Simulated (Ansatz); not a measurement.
# TaSn: a trial structure relaxed

Where does TaSn go from the start given, CuAu (L1_0) type (P4/mmm, No. 123)?

Computed with Ansatz 0.2.0 (DFT r2SCAN, scalar-relativistic, plane waves, PAW, unless a step's input says otherwise).

1 further run of the same task is left out (it didn't finish).

## Step 1: The system as given

Symmetry: P4/mmm, No. 123, tetragonal system. Conventional cell: a = 3.235 Å, b = 3.235 Å, c = 4.240 Å, α = 90.00°, β = 90.00°, γ = 90.00°. Ta (site symmetry 4/mmm) has 8 Sn at 3.12 Å and 4 Ta at 3.24 Å as nearest neighbours. Around Sn (site symmetry 4/mmm) lie 8 Ta at 3.12 Å and 4 Sn at 3.24 Å.

Structure file:

```cif
data_structure
_symmetry_space_group_name_H-M 'P 1'
_symmetry_Int_Tables_number 1
_cell_length_a 3.2350
_cell_length_b 3.2350
_cell_length_c 4.2402
_cell_angle_alpha 90.000
_cell_angle_beta 90.000
_cell_angle_gamma 90.000
_cell_volume 44.37
loop_
_atom_site_label
_atom_site_type_symbol
_atom_site_fract_x
_atom_site_fract_y
_atom_site_fract_z
_atom_site_occupancy
Ta1 Ta 0.50000 0.50000 0.50000 1
Sn1 Sn 0.00000 0.00000 0.00000 1
```

(A quick probe on a coarse mesh, which set the mesh and smearing, is not shown.)

## Step 3: Rough relaxation on the coarse mesh

The input, input.yaml:

```yaml
crystal:
  lattice:
    - [3.2350156137, 0.0, 0.0]
    - [0.0, 3.2350156137, 0.0]
    - [0.0, 0.0, 4.2401811794]
  atoms:
    - { symbol: Ta, position: [0.5, 0.5, 0.5] }
    - { symbol: Sn, position: [0.0, 0.0, 0.0] }
basis:
  ecutwfc: 500
kpoints:
  mp_grid: { grid: [6, 6, 4] }
hamiltonian:
  xc: r2scan
scf:
  occupations: { method: gaussian, width: 0.1 }
  lower_state_search: "off"
output:
  forces: true
  stress: true
  eigenvalues: true
relax:
  adjacent_minimum: "off"
  f_tol: 0.04
  max_steps: 70
  cell: { stress_tol: 0.4 }
```

Run with:

```bash
> ansatz run input.yaml --threads 1 --pin off --max-ram 2560MiB --backend cpu --events-out ev --progress --plain --runs-dir out
```

Further runs follow: relaxing cell and atoms.

What does the calculation give?

As calculated:

Formation energies count from the elements, computed with the same settings in runs not shown here.

| quantity | value |
| --- | --- |
| cell | a = 3.200 Å, b = 3.200 Å, c = 3.836 Å, α = 90.00°, β = 90.00°, γ = 90.00° |
| space group | P4/mmm (No. 123) |
| volume | 19.64 Å³/atom |
| gap on the mesh | none (metal) |
| formation energy from the elements | +0.387 eV/atom |

In words: The space group stayed P4/mmm, and from the first guess the volume went from 22.19 to 19.64 Å³/atom. The formation energy of +0.39 eV/atom is positive, so the elements lie lower than this structure; another structure of the compound can lie lower. The runs treat Ta without spin-orbit coupling.
